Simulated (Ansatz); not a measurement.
# Co (Co, diamond): the cost of one run

Computed with Ansatz 0.2.0 (DFT r2SCAN, plane waves (500 eV) with PAW, scalar-relativistic; the PAW data stem from PBE, with regenerated cores, unless a step says otherwise).

### Step 1. The structure to begin with

Symmetry: Fd-3m, No. 227, cubic system. Conventional cell: a = 4.927 Å, b = 4.927 Å, c = 4.927 Å, α = 90.00°, β = 90.00°, γ = 90.00°. Co (site symmetry -43m) is surrounded by 4 Co at 2.13 Å.

Structure file:

```cif
data_structure
_symmetry_space_group_name_H-M 'Fd-3m:1'
_symmetry_Int_Tables_number 227
_cell_length_a 4.9269
_cell_length_b 4.9269
_cell_length_c 4.9269
_cell_angle_alpha 90.000
_cell_angle_beta 90.000
_cell_angle_gamma 90.000
_cell_volume 119.59
loop_
_atom_site_label
_atom_site_type_symbol
_atom_site_symmetry_multiplicity
_atom_site_Wyckoff_symbol
_atom_site_fract_x
_atom_site_fract_y
_atom_site_fract_z
_atom_site_occupancy
Co1 Co 8 b 0.75000 0.75000 0.75000 1
```

### Step 2. Geometry optimisation

File input.yaml:

```yaml
crystal:
  lattice:
    - [0.0, 2.4634331982, 2.4634331982]
    - [2.4634331982, 0.0, 2.4634331982]
    - [2.4634331982, 2.4634331982, 0.0]
  atoms:
    - { symbol: Co, position: [0.125, 0.125, 0.125] }
    - { symbol: Co, position: [0.875, 0.875, 0.875] }
hamiltonian:
  xc: r2scan
  pseudopotentials:
    kind: paw
    azcp:
      Co: "pseudopotentials/Co.paw.azcp"
basis:
  ecutwfc: 500
  fft_grid_basis: typed
kpoints:
  mp_grid: { grid: [11, 11, 11], shift: [0, 0, 0] }
magnetization:
  spin_polarized: false
scf:
  occupations: { method: fermi_dirac, width: 0.1 }
relax:
  max_steps: 60
  f_tol: 0.01
  cell: {}
output:
  write_density: true
  write_potential: true
  elf: true
  volumetric_format: npy
```

Run with:

```bash
> ansatz run input.yaml --threads 1 --pin off --max-ram 3584MiB --backend cpu --events-out ev --progress --plain --runs-dir out
```

What time and memory should one allow on 1 thread of Intel Xeon Platinum 8259CL at 2.50GHz (Skylake/Cascade Lake), shared host?

About 37 s, with a peak of 0.6 GiB.
